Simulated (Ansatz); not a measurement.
# Sn22H30 ring rod (Sn₂₁SbH₃₀): structure and electronic state

Aim: characterise Sn22H30 ring rod (Sn₂₁SbH₃₀) as a doublet: its structure, frontier levels and distribution of charge and spin.

Method: UKS PBE0-D4/def2-TZVP; program: Ansatz 0.2.0, Gaussian basis.

The runs, in order: relaxation at PBE-D4/def2-SVP; a single point at PBE0-D4/def2-TZVP.

2 further runs of the same task are left out: 1 for a known fault of the program, 1 set aside as unsound or not needed.

## (1) The system as given

52 atoms, charge 0, spin multiplicity 2.

Atoms are counted from 1 here; the program's logs count them from 0.

Bond lengths: Sn1–Sn13 2.826 Å, Sn1–Sn15 2.788 Å, Sn1–H23 1.738 Å, Sn1–H24 1.712 Å, Sn2–Sn14 2.851 Å, Sn2–Sn16 2.807 Å, Sn2–H25 1.716 Å, Sn2–H26 1.696 Å, Sn3–Sn13 2.828 Å, Sn3–Sn17 2.822 Å, Sn3–H27 1.704 Å, Sn3–H28 1.759 Å, Sn4–Sn13 2.806 Å, Sn4–Sn18 2.798 Å, Sn4–H29 1.699 Å, Sn4–H30 1.715 Å, Sn5–Sn14 2.810 Å, Sn5–Sn15 2.794 Å and more. Angles: Sn13–Sn1–Sn15 109.8°, Sn13–Sn1–H23 108.8°, Sn13–Sn1–H24 108.8°, Sn15–Sn1–H23 110.3°, Sn15–Sn1–H24 109.5°, H23–Sn1–H24 109.6°, Sn14–Sn2–Sn16 108.9°, Sn14–Sn2–H25 109.4°, Sn14–Sn2–H26 107.9°, Sn16–Sn2–H25 109.7°, Sn16–Sn2–H26 110.4°, H25–Sn2–H26 110.4°, Sn13–Sn3–Sn17 110.0°, Sn13–Sn3–H27 109.6°, Sn13–Sn3–H28 108.5°, Sn17–Sn3–H27 109.8°, Sn17–Sn3–H28 109.7°, H27–Sn3–H28 109.3° and more.

Sb, Sn take a core potential in the def2 sets. No spin-orbit coupling is included.

The start is a built from a lattice or polyhedron geometry.

## (2) Optimising with PBE-D4/def2-SVP

in.yaml

```yaml
crystal:
  periodic: [false, false, false]
  atoms:
    - {symbol: Sn, position_ang: [-3.645400, -0.393300, -3.146400]}
    - {symbol: Sn, position_ang: [-3.670200, -0.392000, 3.345300]}
    - {symbol: Sn, position_ang: [-0.413700, -0.396900, -6.390900]}
    - {symbol: Sn, position_ang: [-0.401200, -3.650200, -3.143200]}
    - {symbol: Sn, position_ang: [-0.416700, -0.408100, 0.086400]}
    - {symbol: Sn, position_ang: [2.848400, -0.405000, -3.155800]}
    - {symbol: Sn, position_ang: [-0.417400, -3.654500, 3.338700]}
    - {symbol: Sn, position_ang: [-0.409800, -0.386200, 6.598700]}
    - {symbol: Sn, position_ang: [2.798700, -0.434000, 3.336000]}
    - {symbol: Sn, position_ang: [-0.412000, 2.842600, -3.148100]}
    - {symbol: Sn, position_ang: [2.871100, 2.822700, 0.087900]}
    - {symbol: Sn, position_ang: [-0.375000, 2.849100, 3.348600]}
    - {symbol: Sn, position_ang: [-2.035800, -2.052800, -4.771400]}
    - {symbol: Sn, position_ang: [-2.026500, -2.046500, 1.705900]}
    - {symbol: Sn, position_ang: [-2.029200, 1.202700, -1.530400]}
    - {symbol: Sn, position_ang: [-2.026700, 1.217400, 4.953500]}
    - {symbol: Sn, position_ang: [1.225800, 1.230200, -4.769100]}
    - {symbol: Sn, position_ang: [1.204600, -2.017200, -1.536400]}
    - {symbol: Sn, position_ang: [1.230100, 1.200800, 1.729800]}
    - {symbol: Sn, position_ang: [4.461600, 1.198100, -1.533600]}
    - {symbol: Sb, position_ang: [1.217700, -2.024000, 4.946400]}
    - {symbol: Sn, position_ang: [1.200300, 4.464900, -1.535900]}
    - {symbol: H, position_ang: [-4.640100, 0.598800, -4.169200]}
    - {symbol: H, position_ang: [-4.639900, -1.380300, -2.162800]}
    - {symbol: H, position_ang: [-4.655800, 0.598700, 2.349400]}
    - {symbol: H, position_ang: [-4.630200, -1.403800, 4.309400]}
    - {symbol: H, position_ang: [-1.400300, 0.580700, -7.377800]}
    - {symbol: H, position_ang: [0.590300, -1.423100, -7.407400]}
    - {symbol: H, position_ang: [-1.385400, -4.633500, -2.168000]}
    - {symbol: H, position_ang: [0.587400, -4.637000, -4.137400]}
    - {symbol: H, position_ang: [3.845600, -1.394800, -4.145900]}
    - {symbol: H, position_ang: [-1.402600, -4.627800, 4.297900]}
    - {symbol: H, position_ang: [0.585300, -4.643200, 2.324200]}
    - {symbol: H, position_ang: [-1.393700, -1.408400, 7.589600]}
    - {symbol: H, position_ang: [0.585500, 0.597500, 7.594900]}
    - {symbol: H, position_ang: [3.838200, -1.411800, 2.322800]}
    - {symbol: H, position_ang: [3.858700, 0.585700, 4.321300]}
    - {symbol: H, position_ang: [-1.396500, 3.829500, -4.131700]}
    - {symbol: H, position_ang: [3.832900, 3.832600, 1.075900]}
    - {symbol: H, position_ang: [-1.391600, 3.816900, 2.355600]}
    - {symbol: H, position_ang: [0.610300, 3.809500, 4.294700]}
    - {symbol: H, position_ang: [-3.011900, -2.982900, -5.782000]}
    - {symbol: H, position_ang: [-3.039900, -3.012300, 0.710500]}
    - {symbol: H, position_ang: [-3.028800, 2.204700, -0.527900]}
    - {symbol: H, position_ang: [-3.027200, 2.214100, 5.951500]}
    - {symbol: H, position_ang: [2.197200, 2.205100, -5.781200]}
    - {symbol: H, position_ang: [2.210000, -3.038000, -0.552200]}
    - {symbol: H, position_ang: [5.476800, 0.223000, -0.536700]}
    - {symbol: H, position_ang: [5.462600, 2.203600, -2.525400]}
    - {symbol: H, position_ang: [2.216300, -3.016900, 5.936800]}
    - {symbol: H, position_ang: [0.236300, 5.446100, -0.551700]}
    - {symbol: H, position_ang: [2.196400, 5.449100, -2.497500]}
basis:
  gaussian: {orbitals: def2-SVP, fitting: {mean_field: def2-universal-jkfit}}
magnetization: {spin_polarized: true, initial_magnetization: 1}
hamiltonian: {xc: pbe, dispersion: d4}
scf: {lower_state_search: "off"}
output: {orbitals: {seedname: orbitals}}
relax: {f_tol: 0.03, max_steps: 70}
```

The run is started by

```
$ ansatz run in.yaml --threads 11 --pin off --events-out ev --progress --plain --max-ram 120832MiB --backend cuda --devices 0, --max-vram 75GiB
```

The runs that follow: Single point, PBE0-D4/def2-TZVP.

Before running them: what should the planned runs give, taken together? Wanted: point group; commonest bond, hydrogen aside; HOMO, LUMO at PBE0-D4/def2-TZVP; ⟨S²⟩; dipole at PBE-D4/def2-SVP.

As calculated:

| quantity | value |
| --- | --- |
| point group | C1 |
| commonest bond, hydrogen aside | Sn–Sn, 26 of mean length 2.823 Å |
| HOMO, LUMO at PBE0-D4/def2-TZVP (over both spins) | -5.16, -3.39 eV |
| ⟨S²⟩ | 0.758 |
| dipole at PBE-D4/def2-SVP | 0.59 D |

In words: The molecule keeps its bonding pattern by the stored test; the atoms moved 0.38 Å (rms), and the angle Sn9–Sb21–H50 went from 110° to 156°. No usable vibrations, so a minimum isn't proven. The alpha HOMO lies nearest to Sn9 30 %; Sb21 17 % and the alpha LUMO to Sn5, Sn19 about 10 % each; 4 Sn atoms about 6 % each (shares on a coarse grid); over both spins the LUMO of beta spin, not drawn, take the frontier's place. Whether this spin is the lowest isn't tested here. The point group is read from a loosely relaxed geometry; soft torsions can leave it below the true symmetry.
